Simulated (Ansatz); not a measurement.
The input (input.yaml):

```yaml
crystal:
  lattice:
    - [6.928594, 0.0, 0.0]
    - [-4.641669, 6.557118, 0.0]
    - [0.0, 0.0, 17.219185]
  atoms:
    - { symbol: Ba, position: [0.0, 0.0, 0.05807476] }
    - { symbol: Ti, position: [0.49278525, 0.98923056, 0.06042286] }
    - { symbol: O, position: [0.75328395, 0.13172826, 0.13836987] }
    - { symbol: O, position: [0.49776497, 0.75276376, 0.05880218] }
    - { symbol: O, position: [0.25165433, 0.87319576, 0.13890024] }
    - { symbol: Ba, position: [2.0e-08, 0.50000003, 0.05807476] }
    - { symbol: Ti, position: [0.49278523, 0.48923053, 0.06042286] }
    - { symbol: O, position: [0.75328397, 0.6317283, 0.13836987] }
    - { symbol: O, position: [0.49776495, 0.25276373, 0.05880218] }
    - { symbol: O, position: [0.25165431, 0.37319573, 0.13890024] }
    - { symbol: Ba, position: [0.49546818, 0.24688807, 0.22227744] }
    - { symbol: Ti, position: [0.98825338, 0.23611856, 0.22462554] }
    - { symbol: O, position: [0.2487521, 0.37861633, 0.30257255] }
    - { symbol: O, position: [0.99323314, 0.99965183, 0.22300485] }
    - { symbol: O, position: [0.74712247, 0.12008376, 0.30310292] }
    - { symbol: Ba, position: [0.4954682, 0.7468881, 0.22227744] }
    - { symbol: Ti, position: [0.9882534, 0.7361186, 0.22462554] }
    - { symbol: O, position: [0.24875212, 0.87861636, 0.30257255] }
    - { symbol: O, position: [0.99323312, 0.4996518, 0.22300485] }
    - { symbol: O, position: [0.74712249, 0.62008379, 0.30310292] }
    - { symbol: Al, position: [0.7471225, 0.87008381, 0.4053145] }
    - { symbol: Cl, position: [0.24875211, 0.62861635, 0.3931188] }
    - { symbol: Cl, position: [0.97682487, 1.18514994, 0.43496166] }
    - { symbol: Cl, position: [0.38546779, 0.72960629, 0.43496166] }
basis:
  ecutwfc: 420.0
kpoints:
  mp_grid: { grid: [3, 2, 1] }
hamiltonian:
  xc: pbe
  dispersion: d3bj
  pseudopotentials: { kind: paw, azcp: { folder: soft_1 } }
scf:
  occupations: { method: gaussian, width: 0.02 }
  lower_state_search: "off"
relax:
  f_tol: 0.03
  max_steps: 60
  adjacent_minimum: "off"
  constraints: [{ sites: [0, 1, 3, 5, 6, 8] }]
```

Run as:

```bash
$ ansatz run input.yaml --threads 4 --pin off --max-ram 10240MiB --backend cpu --events-out ev --progress --plain --runs-dir out
```

Hardware: 4 threads of AMD EPYC 7R43 64-Core Processor (Zen 3), with other jobs on the host.

Problem. Roughly how long does this run take, and how much memory?

Solution. 5.2 min, with a peak of 2 GiB, for 31 ionic steps.
